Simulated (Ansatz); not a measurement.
# TiH2 (singlet): RKS PBE0, RPA-PBE over a scan of the scale of all distances, def2-SVP

How well do these functionals follow the top wave-function level for TiH2 (singlet) over a scan of the scale of all distances?

The runs use Ansatz 0.2.0, Gaussian basis; def2-SVP, all electrons in the functionals, frozen cores in the correlation of double hybrids and RPA.

Plan: RKS PBE0, RPA-PBE, at 0.892; 1.000; 1.134; 1.291; 1.504; 1.785; 2.025; 2.371.

15 further runs of the same task are left out: 4 for a known fault of the program, 10 that didn't finish, 1 set aside as unsound or not needed.

### 1 What is computed

The geometry derives from a PBE0/def2-TZVP stationary point (not a proven minimum). All distances are scaled together.

3 atoms, charge 0, spin multiplicity 1.

Atoms are counted from 1 here; the program's logs count them from 0.

Bond lengths: Ti1–H2 1.847 Å, Ti1–H3 1.847 Å. Angles: H2–Ti1–H3 180.0°.

Geometry (Å):

```
Ti    0.00000    0.00000    0.00000
H     0.00000    0.00000   -1.84740
H     0.00000    0.00000    1.84740
```

No dispersion term is added.

The geometry shown and the zero of energy belong to the point 1.000. The yardstick, FCI, and other wave-function levels (R restricted, U unrestricted, valence and pair active spaces) come from earlier runs.

### 2 RKS PBE0, 0.892

Contents of in.yaml:

```yaml
crystal:
  periodic: [false, false, false]
  atoms:
    - {symbol: Ti, position_ang: [0.000000, 0.000000, 0.000000]}
    - {symbol: H, position_ang: [0.000000, 0.000000, -1.647881]}
    - {symbol: H, position_ang: [0.000000, 0.000000, 1.647881]}
basis:
  gaussian: {orbitals: def2-SVP}
hamiltonian: {xc: {name: PBE0}}
```

On the command line:

```sh
> ansatz run in.yaml --threads 1 --pin off --events-out ev --progress --plain --max-ram 2393MiB
```

After this run come: RKS PBE0, 1.000; RKS PBE0, 1.134; RKS PBE0, 1.291; RKS PBE0, 1.504; RKS PBE0, 1.785; RKS PBE0, 2.025; RKS PBE0, 2.371; RPA-PBE, 0.892; RPA-PBE, 1.000; RPA-PBE, 1.134; RPA-PBE, 1.291; RPA-PBE, 1.504; RPA-PBE, 1.785; RPA-PBE, 2.025; RPA-PBE, 2.371.

**Question.** What will the summary of the whole plan be? Wanted: span of the FCI curve; largest miss, RKS PBE0.

**Answer**, as computed:

| quantity | value |
| --- | --- |
| span of the FCI curve | 3.596 eV |
| largest miss, RKS PBE0 | +4.008 eV (2.371) |

**Reading.** RKS PBE0 strays by up to 4.008 eV, at 2.371. Functionals and the yardstick converge differently with the basis, so part of each miss in def2-SVP is the basis.
